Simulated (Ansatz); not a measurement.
ZnBi3:

```
Bi Zn
1.0
     4.87316    0.00000    0.00000
     0.00000    4.87316    0.00000
     0.00000    0.00000    4.87316
Bi Zn
3 1
Cartesian
  2.4366 2.4366 0.0000
  2.4366 0.0000 2.4366
  0.0000 2.4366 2.4366
  0.0000 0.0000 0.0000
```

The cell comes from a database or a generator and needn't be the stable form of this composition.

Base run:

```yaml
Program: Ansatz 0.2.0
Functional: PBE
Potentials_or_basis: Ansatz PAW
Cutoff: "420 eV (not typed: the program's choice for these potentials)"
k_mesh: 6 × 6 × 6
Occupations: fermi-dirac, width 0.05 eV
Spin: spin-orbit coupling, no magnetisation
```

Its results: band gap on the k mesh none (metal or under the smearing width); pressure 0.9 GPa.

Task: The run is repeated on the same cell with these changes: spin from spin-orbit coupling, no magnetisation to no spin polarisation; potential files from those of the base run to others of the same set. What comes out?

Result: Band gap on the k mesh none (metal or under the smearing width); pressure 0.0 GPa.

Caveats: spin-orbit coupling is left out, which moves the levels of the heavy elements (some runs).
